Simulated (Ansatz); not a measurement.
# SrZrO2: the cost of one run

Program: Ansatz 0.2.0. Level of theory: DFT PBE, scalar-relativistic, plane waves, PAW. These are calculated values, not measurements.

## 1. The starting structure

It takes space group P6mm (No. 183, hexagonal). Conventional cell: a = 3.539 Å, b = 3.539 Å, c = 6.846 Å, α = 90.00°, β = 90.00°, γ = 120.00°. Around Sr (site symmetry 6mm) lie 6 O at 2.06 Å. Around Zr (site symmetry 6mm) lie 2 Sr at 3.19 to 3.66 Å and 6 Zr at 3.54 Å. O (site symmetry 3m) has 3 O at 2.04 Å and 3 Sr at 2.06 Å in its first shell of neighbours.

Structure file:

```
CELL_PARAMETERS angstrom
3.53890 0.00000 0.00000
-1.76945 3.06478 0.00000
0.00000 0.00000 6.84550
ATOMIC_POSITIONS crystal
Sr 0.00000 0.00000 0.06631
Zr 0.00000 0.00000 0.53179
O 0.33333 0.66667 0.02295
O 0.66667 0.33333 0.02295
```

Recipe of the guess: random cell by space group and Wyckoff sites (P6mm, No. 183). The dimensions are guesses.

## 2. The guess as it stands, on a coarse mesh

Input file input.yaml:

```yaml
crystal:
  lattice:
    - [3.53890262, 0.0, 0.0]
    - [-1.76945131, 3.06477957, 0.0]
    - [0.0, 0.0, 6.84550067]
  atoms:
    - { symbol: Sr, position: [0.0, 0.0, 0.06631377] }
    - { symbol: Zr, position: [0.0, 0.0, 0.53179199] }
    - { symbol: O, position: [0.33333333, 0.66666667, 0.02295271] }
    - { symbol: O, position: [0.66666667, 0.33333333, 0.02295271] }
basis:
  ecutwfc: 420
kpoints:
  mp_grid: { grid: [6, 6, 4] }
hamiltonian:
  xc: pbe
scf:
  occupations: { method: gaussian, width: 0.1 }
  lower_state_search: "off"
output:
  forces: true
  stress: true
  eigenvalues: true
```

On the command line:

```
ansatz run input.yaml --threads 1 --pin off --max-ram 2560MiB --backend cpu --events-out ev --progress --plain --runs-dir out
```

**Question.** How long does this run take on 1 thread of Arm Neoverse V1, shared host, and how much memory does it need?

About 3.8 s, with a peak of 0.34 GiB.
